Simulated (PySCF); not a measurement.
**CH5BOSi (SMILES B[SiH2]C=O): levels of theory compared**

Aim: a comparison of 4 runs (HF/STO-3G, HF/3-21G, PBE0/def2-SVP, PBE0/def2-TZVP) of CH5BOSi. The job is set up through a Python script.

The results are computed with PySCF 2.14.0.

1 further run of the same task is left out (it didn't finish).

**1. The structure to begin with**

CH5BOSi has 9 atoms, charge 0, and is taken as a singlet. As SMILES, `B[SiH2]C=O`. The coordinates come from a PBE0-D4/def2-TZVP relaxation. This is one conformer, not always the lowest.

Bond lengths: B1–Si2 2.006 Å, Si2–C3 1.933 Å, C3–O4 1.202 Å, B1–H5 1.196 Å, B1–H6 1.194 Å, Si2–H7 1.484 Å, Si2–H8 1.495 Å, C3–H9 1.118 Å. Some angles: B1–Si2–C3 108.4°, Si2–C3–O4 123.6°, B1–Si2–H7 117.0°, B1–Si2–H8 106.3°, C3–Si2–H7 108.9°, C3–Si2–H8 105.6°, Si2–B1–H5 119.1°, Si2–B1–H6 123.0°, Si2–C3–H9 116.8°, O4–C3–H9 119.6°.

**2. Energy and gradient at HF/STO-3G (run 1)**

Input file mol.xyz:

```xyz
9
CH5BOSi
B     -0.950100     0.850000    -1.073100
Si     0.610800    -0.206000    -0.386500
C      0.330600    -0.553700     1.494500
O      1.022800    -0.098400     2.365800
H     -2.057600     0.518200    -0.767000
H     -0.828800     1.799400    -1.786900
H      1.958100     0.387600    -0.570700
H      0.542000    -1.540900    -1.055900
H     -0.539200    -1.202400     1.762900
```

Input file input.py:

```python
import pyscf.grad
from pyscf import gto

mol = gto.M(
    atom='mol.xyz',
    verbose=4,
    basis='sto-3g',
    max_memory=1860,
)

mf = mol.RHF()
mf.conv_tol = 1e-10
mf.kernel()
if not mf.converged:
    mf = mf.newton().run(mf.mo_coeff, mf.mo_occ)

energy = mf.e_tot
print('E = %.10f Eh' % energy)
grad = mf.Gradients().kernel()
mf.analyze()
```

Started as:

```bash
$ OMP_NUM_THREADS=1 python input.py
```

Output:

```text
PySCF version 2.14.0

[... 81 lines left out ...]
One-electron Energy =                 -853.855081191749036
[... 5 lines left out ...]
MO #1   energy= -67.9742344905147  occ= 2
[... 3 lines left out ...]
MO #5   energy= -5.95750195859939  occ= 2
[... 3 lines left out ...]
MO #9   energy= -1.32467084875663  occ= 2
[... 3 lines left out ...]
MO #13  energy= -0.554069569059428 occ= 2
[... 3 lines left out ...]
MO #17  energy= -0.417220235987766 occ= 2
[... 3 lines left out ...]
MO #21  energy= 0.302209890010071  occ= 0
[... 3 lines left out ...]
MO #25  energy= 0.569620788166101  occ= 0
[... 3 lines left out ...]
MO #29  energy= 0.985211974947255  occ= 0
[... 2 lines left out ...]
pop of  0 B 1s            1.99953
pop of  0 B 2s            1.02666
pop of  0 B 2px           0.95992
pop of  0 B 2py           0.61585
pop of  0 B 2pz           0.35460
pop of  1 Si 1s           2.00000
pop of  1 Si 2s           1.99979
pop of  1 Si 3s           1.12994
pop of  1 Si 2px          1.99878
pop of  1 Si 2py          1.99889
pop of  1 Si 2pz          1.99897
pop of  1 Si 3px          0.81571
pop of  1 Si 3py          0.80081
pop of  1 Si 3pz          0.74356
pop of  2 C 1s            1.99988
pop of  2 C 2s            1.14148
pop of  2 C 2px           0.93746
pop of  2 C 2py           0.92134
pop of  2 C 2pz           1.03866
pop of  3 O 1s            1.99991
pop of  3 O 2s            1.74413
pop of  3 O 2px           1.45453
pop of  3 O 2py           1.31778
pop of  3 O 2pz           1.62634
pop of  4 H 1s            1.05346
pop of  5 H 1s            1.05220
pop of  6 H 1s            1.13044
pop of  7 H 1s            1.13794
pop of  8 H 1s            1.00143
 ** Mulliken atomic charges  **
charge of    0B =      0.04344
charge of    1Si =      0.51355
charge of    2C =     -0.03882
charge of    3O =     -0.14270
charge of    4H =     -0.05346
charge of    5H =     -0.05220
charge of    6H =     -0.13044
charge of    7H =     -0.13794
charge of    8H =     -0.00143
Dipole moment(X, Y, Z, Debye): -0.82593, -0.24256, -1.59503
```

Run time: 4.8 s. Hardware: 1 thread of Intel Xeon at 2.50GHz (Skylake/Cascade Lake), shared host; peak memory 0.12 GiB.

**3. Energy and forces at HF/3-21G (run 2)**

Input file job.py:

```python
# B[SiH2]C=O
import pyscf.grad
from pyscf import gto

mol = gto.M(
    atom='''
B     -0.950100     0.850000    -1.073100
Si     0.610800    -0.206000    -0.386500
C      0.330600    -0.553700     1.494500
O      1.022800    -0.098400     2.365800
H     -2.057600     0.518200    -0.767000
H     -0.828800     1.799400    -1.786900
H      1.958100     0.387600    -0.570700
H      0.542000    -1.540900    -1.055900
H     -0.539200    -1.202400     1.762900
''',
    max_memory=1860,
    verbose=4,
    basis='3-21g',
)

hf = mol.RHF()
hf.conv_tol = 1e-10
hf.kernel()
if not hf.converged:
    hf = hf.newton().run(hf.mo_coeff, hf.mo_occ)

e_tot = hf.e_tot
print('E(%s) = %.9f' % ('HF', e_tot))
grad = hf.Gradients().kernel()
hf.analyze()
```

Started as:

```bash
$ OMP_NUM_THREADS=1 python job.py
```

Output:

```text
PySCF version 2.14.0

[... 83 lines left out ...]
Total Energy =                        -426.862062281440501
[... 4 lines left out ...]
DFT Exchange-Correlation Energy =      -39.293387481746436
[... 6 lines left out ...]
MO #5   energy= -6.1066138911638   occ= 2
[... 4 lines left out ...]
MO #10  energy= -0.852252729846048 occ= 2
[... 4 lines left out ...]
MO #15  energy= -0.531532740969237 occ= 2
[... 4 lines left out ...]
MO #20  energy= 0.0365172784769872 occ= 0
[... 4 lines left out ...]
MO #25  energy= 0.287185634531077  occ= 0
[... 4 lines left out ...]
MO #30  energy= 0.483494080511573  occ= 0
[... 4 lines left out ...]
MO #35  energy= 0.641543852883935  occ= 0
[... 4 lines left out ...]
MO #40  energy= 1.15686009529984   occ= 0
[... 4 lines left out ...]
MO #45  energy= 1.43407549454995   occ= 0
[... 4 lines left out ...]
MO #50  energy= 3.39151324962321   occ= 0
[... 23 lines left out ...]
pop of  1 Si 4pz          0.01606
pop of  2 C 1s            1.99975
pop of  2 C 2s            1.06641
pop of  2 C 3s            0.00744
pop of  2 C 2px           0.91831
pop of  2 C 2py           0.86119
pop of  2 C 2pz           1.06495
pop of  2 C 3px           0.00939
pop of  2 C 3py           0.00516
pop of  2 C 3pz           0.01451
pop of  3 O 1s            1.99979
pop of  3 O 2s            1.68876
pop of  3 O 3s            0.00373
pop of  3 O 2px           1.53691
pop of  3 O 2py           1.40751
pop of  3 O 2pz           1.69577
pop of  3 O 3px           0.00165
pop of  3 O 3py           0.00115
pop of  3 O 3pz           0.00257
pop of  4 H 1s            0.98810
pop of  4 H 2s            0.00429
pop of  5 H 1s            0.98359
pop of  5 H 2s            0.00442
pop of  6 H 1s            1.08698
pop of  6 H 2s            0.00121
pop of  7 H 1s            1.09445
pop of  7 H 2s            0.00149
pop of  8 H 1s            0.93102
pop of  8 H 2s            0.00999
 ** Mulliken atomic charges  **
charge of    0B =     -0.09972
charge of    1Si =      0.49018
charge of    2C =      0.05290
charge of    3O =     -0.33783
charge of    4H =      0.00761
charge of    5H =      0.01200
charge of    6H =     -0.08820
charge of    7H =     -0.09594
charge of    8H =      0.05899
Dipole moment(X, Y, Z, Debye): -1.58954, -0.47373, -2.21756
```

Wall time 5.1 s (1 thread of Intel Xeon at 2.50GHz (Skylake/Cascade Lake), shared host); peak memory 0.13 GiB.

**4. Energy and forces at PBE0/def2-SVP (run 3)**

Input file job.py:

```python
from pyscf import gto, dft

mol = gto.M(
    atom='''
B     -0.950100     0.850000    -1.073100
Si     0.610800    -0.206000    -0.386500
C      0.330600    -0.553700     1.494500
O      1.022800    -0.098400     2.365800
H     -2.057600     0.518200    -0.767000
H     -0.828800     1.799400    -1.786900
H      1.958100     0.387600    -0.570700
H      0.542000    -1.540900    -1.055900
H     -0.539200    -1.202400     1.762900
''',
    verbose=3,
    basis='def2-svp',
    spin=0,
    max_memory=1860,
)

ks = dft.RKS(mol, xc='pbe0')
ks.conv_tol = 1e-10
ks.grids.level = 5
ks.kernel()
if not ks.converged:
    ks = ks.newton().run(ks.mo_coeff, ks.mo_occ)

e_final = ks.e_tot
print('Final energy', e_final)
grad = ks.nuc_grad_method().kernel()
ks.analyze()
```

Started as:

```bash
$ OMP_NUM_THREADS=1 python job.py
```

Output:

```text
converged SCF energy = -430.11349027367
[... 14 lines left out ...]
MO #5   energy= -5.33116540600074  occ= 2
[... 7 lines left out ...]
MO #13  energy= -0.473312656296722 occ= 2
[... 7 lines left out ...]
MO #21  energy= -0.0438908081981295 occ= 0
[... 7 lines left out ...]
MO #29  energy= 0.202987897128655  occ= 0
[... 7 lines left out ...]
MO #37  energy= 0.435561252909912  occ= 0
[... 7 lines left out ...]
MO #45  energy= 0.681828080559278  occ= 0
[... 7 lines left out ...]
MO #53  energy= 0.944303142227994  occ= 0
[... 7 lines left out ...]
MO #61  energy= 1.38794633534045   occ= 0
[... 7 lines left out ...]
MO #69  energy= 1.79593198441929   occ= 0
[... 7 lines left out ...]
MO #77  energy= 2.40591597123075   occ= 0
[... 7 lines left out ...]
MO #85  energy= 3.59222679776458   occ= 0
[... 10 lines left out ...]
Dipole moment(X, Y, Z, Debye): -1.31910, -0.42693, -1.73158
```

It took 50 s on 1 thread of Intel Xeon at 2.50GHz (Skylake/Cascade Lake), shared host; peak memory 0.86 GiB.

**5. Energy and gradient at PBE0/def2-TZVP (run 4)**

Input file input.py:

```python
from pyscf import gto, dft

mol = gto.M(
    atom=[
    ('B', (-0.950100, 0.850000, -1.073100)),
    ('Si', (0.610800, -0.206000, -0.386500)),
    ('C', (0.330600, -0.553700, 1.494500)),
    ('O', (1.022800, -0.098400, 2.365800)),
    ('H', (-2.057600, 0.518200, -0.767000)),
    ('H', (-0.828800, 1.799400, -1.786900)),
    ('H', (1.958100, 0.387600, -0.570700)),
    ('H', (0.542000, -1.540900, -1.055900)),
    ('H', (-0.539200, -1.202400, 1.762900)),
],
    basis='def2-tzvp',
    max_memory=1860,
    verbose=4,
    spin=0,
)

mf = dft.RKS(mol, xc='pbe0')
mf.grids.level = 5
mf.conv_tol = 1e-10
mf.kernel()
if not mf.converged:
    mf = mf.newton().run(mf.mo_coeff, mf.mo_occ)

e_final = mf.e_tot
print('E = %.10f Eh' % e_final)
grad = mf.nuc_grad_method().kernel()
dip = mf.dip_moment()
pop, q = mf.mulliken_pop()
```

Started as:

```bash
$ OMP_NUM_THREADS=1 python input.py
```

Output:

```text
PySCF version 2.14.0

[... 80 lines left out ...]
converged SCF energy = -430.376668481023
[... 13 lines left out ...]
Dipole moment(X, Y, Z, Debye): -1.34570, -0.47897, -1.81636
[... 131 lines left out ...]
pop of  4 H 1s            0.25702
pop of  4 H 2s            0.50888
pop of  4 H 3s            0.18111
pop of  4 H 2px           0.00616
pop of  4 H 2py           0.00215
pop of  4 H 2pz           0.00130
pop of  5 H 1s            0.25683
pop of  5 H 2s            0.50896
pop of  5 H 3s            0.17662
pop of  5 H 2px           0.00291
pop of  5 H 2py           0.00427
pop of  5 H 2pz           0.00241
pop of  6 H 1s            0.24073
pop of  6 H 2s            0.53770
pop of  6 H 3s            0.21320
pop of  6 H 2px           0.00601
pop of  6 H 2py           0.00193
pop of  6 H 2pz           0.00097
pop of  7 H 1s            0.23728
pop of  7 H 2s            0.52901
pop of  7 H 3s            0.23065
pop of  7 H 2px           0.00101
pop of  7 H 2py           0.00547
pop of  7 H 2pz           0.00227
pop of  8 H 1s            0.26767
pop of  8 H 2s            0.49086
pop of  8 H 3s            0.13769
pop of  8 H 2px           0.00960
pop of  8 H 2py           0.00647
pop of  8 H 2pz           0.00435
 ** Mulliken atomic charges  **
charge of    0B =     -0.07445
charge of    1Si =      0.11246
charge of    2C =      0.03256
charge of    3O =     -0.23909
charge of    4H =      0.04338
charge of    5H =      0.04799
charge of    6H =     -0.00053
charge of    7H =     -0.00568
charge of    8H =      0.08335
```

It took 3 min on 1 thread of Intel Xeon at 2.50GHz (Skylake/Cascade Lake), shared host; peak memory 2 GiB.

**6. All runs side by side**

```
run           level  integration grid  energy (Eh)  dipole moment (D)  HOMO energy (eV)  LUMO energy (eV)  wall time
  1       HF/STO-3G                 –  -424.068450               1.81             -7.69              5.91      4.8 s
  2        HF/3-21G                 –  -426.862062               2.77            -10.26              0.99      5.1 s
  3   PBE0/def2-SVP                 5  -430.113490               2.22             -6.91             -2.76       50 s
  4  PBE0/def2-TZVP                 5  -430.376668               2.31             -7.04             -2.82      3 min
```

**7. Results**

| quantity | value |
| --- | --- |
| run 4: total energy | -430.37667 Eh |
| run 4: dipole moment | 2.31 D |
| run 4: HOMO energy | -7.04 eV |
| run 4: LUMO energy | -2.82 eV |
| run 4: HOMO–LUMO gap | 4.22 eV |
| run 4: largest force on an atom | 0.011 eV/Å |

What this shows: The dipole moment (its size) runs from 1.81 D (HF/STO-3G) to 2.77 D (HF/3-21G). The HOMO–LUMO gap runs from 4.15 eV (PBE0/def2-SVP) to 13.61 eV (HF/STO-3G). The two ends differ in method and basis. In run 1 the basis is minimal, so the values are rough. All runs together took 4.1 min, the longest 3 min.
